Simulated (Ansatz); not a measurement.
# CH₄ClGeNO: a ladder of functionals and wavefunction methods

One table from this session's results is given with a row withheld; the runs are named, their logs left out.

Program: Ansatz 0.2.0, Gaussian basis. Level of theory: functionals in def2-TZVPP, the program's frozen cores in correlated methods. These are calculated values, not measurements.

The runs, in order: PBE-D4, r2SCAN-D4, PBE0-D4, B3LYP-D4, ωB97X-V, ωB97M-V, B2PLYP; CCSD(T)/def2-TZVPP; MP2/def2-QZVPP; extrapolation to the limit.

### Structure used throughout

An earlier PBE0-D4 in a triple-zeta def2 set relaxation fixed the geometry.

9 atoms, charge 0, spin multiplicity 1.

Atoms are counted from 1 here; the program's logs count them from 0.

Bond lengths: Cl1–Ge2 2.137 Å, Ge2–N3 1.833 Å, Ge2–O5 1.792 Å, Ge2–H6 1.533 Å, N3–C4 1.471 Å, N3–H7 1.009 Å, C4–O5 1.430 Å, C4–H8 1.095 Å, C4–H9 1.097 Å. Angles: Cl1–Ge2–N3 115.0°, Cl1–Ge2–O5 113.8°, Cl1–Ge2–H6 105.9°, N3–Ge2–O5 77.3°, N3–Ge2–H6 124.8°, O5–Ge2–H6 118.2°, Ge2–N3–C4 88.5°, Ge2–N3–H7 122.7°, C4–N3–H7 116.6°, N3–C4–O5 102.5°, N3–C4–H8 111.7°, N3–C4–H9 113.0°, O5–C4–H8 109.3°, O5–C4–H9 110.6°, H8–C4–H9 109.5°, Ge2–O5–C4 91.4°.

As a file:

```
Cl   -2.2523    0.4825    1.8388
Ge   -0.6715    0.8398    0.4461
N     0.7681   -0.2841    0.6023
C     0.4373   -0.8278   -0.7244
O    -0.7826   -0.1519   -1.0418
H    -0.5806    2.3627    0.2970
H     1.7110    0.0526    0.7296
H     0.2546   -1.9071   -0.6866
H     1.2045   -0.6130   -1.4782
```

Set-up of the first run:

Input file in.yaml:

```yaml
crystal:
  periodic: [false, false, false]
  atoms:
    - {symbol: Cl, position_ang: [-2.252334, 0.482529, 1.838752]}
    - {symbol: Ge, position_ang: [-0.671528, 0.839843, 0.446110]}
    - {symbol: N, position_ang: [0.768083, -0.284146, 0.602259]}
    - {symbol: C, position_ang: [0.437324, -0.827771, -0.724411]}
    - {symbol: O, position_ang: [-0.782650, -0.151898, -1.041815]}
    - {symbol: H, position_ang: [-0.580649, 2.362651, 0.296988]}
    - {symbol: H, position_ang: [1.711028, 0.052552, 0.729627]}
    - {symbol: H, position_ang: [0.254639, -1.907104, -0.686566]}
    - {symbol: H, position_ang: [1.204485, -0.612958, -1.478245]}
basis:
  gaussian: {orbitals: def2-TZVPP}
hamiltonian: {xc: pbe, dispersion: d4}
output: {forces: true, orbitals: {seedname: orbitals}}
```

The run is started by

```bash
$ ansatz run in.yaml --threads 4 --pin off --events-out ev --progress --plain --max-ram 10444MiB
```

Among the steps run: PBE-D4 (GGA); r2SCAN-D4 (meta-GGA); PBE0-D4 (hybrid); B3LYP-D4 (hybrid); ωB97X-V (range-separated); ωB97M-V (range-separated); B2PLYP (double hybrid); CCSD(T) in def2-TZVPP; MP2 in def2-QZVPP.

One table of the session follows, with a row left open; its other results are not shown here.

It belongs to the step «Atomisation energies». 

```
            method  atomisation energy (kcal/mol)
            PBE-D4                          772.1
         r2SCAN-D4                          752.1
           PBE0-D4                          751.5
          B3LYP-D4                          745.0
           ωB97X-V                          756.8
           ωB97M-V                          752.0
            B2PLYP                          739.8
     HF/def2-TZVPP                          497.7
    MP2/def2-TZVPP                          749.9
   CCSD/def2-TZVPP                          713.9
CCSD(T)/def2-TZVPP                              ?
           MP2/CBS                          772.5
       CCSD(T)/CBS                          752.8
```

**Question.** Estimate the row for CCSD(T)/def2-TZVPP.

**Answer.** atomisation energy (kcal/mol): 730.1. In the column «atomisation energy (kcal/mol)» it lies between CCSD/def2-TZVPP (713.9) and B2PLYP (739.8).
